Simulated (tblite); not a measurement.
# Cl3FH2OSi2: the cost of one run

Computed with tblite 0.8.0 and PySCF 2.14.0; each step states its level. No surroundings beyond the atoms listed, unless a continuum is named. Atoms count from 0, parts from 1.

## 1. The system as given

9 atoms, charge 0, multiplicity 1; geometry: distance geometry start.

## 2. Relaxing the cluster with GFN2-xTB

The job: settings as JSON, then the geometry in Å.

```
{"job": {"kind": "relax", "xc": "GFN2-xTB", "basis": "xTB"}, "charge": 0, "multiplicity": 1}
Si     1.287783    -0.317570     0.547031
F      2.570267     0.217331    -0.253282
Cl     1.557256     0.151196     2.556770
Cl     1.293676    -2.367472     0.499906
Si    -0.689092     0.577081    -0.244983
O     -1.064715     0.106993    -1.811260
Cl    -2.315938    -0.128015     0.793487
H     -0.731545     2.031237    -0.162270
H     -1.939220    -0.290703    -1.917003
```

Method: GFN2-xTB geometry optimisation, gas phase.

The run is started by

```bash
OMP_NUM_THREADS=1 python cluster_run.py task.json out
```

This one command runs all jobs of the session in turn.

Q: Estimate the wall time of this first job on 1 thread of Arm Neoverse V1, shared host.

About 2.7 s.
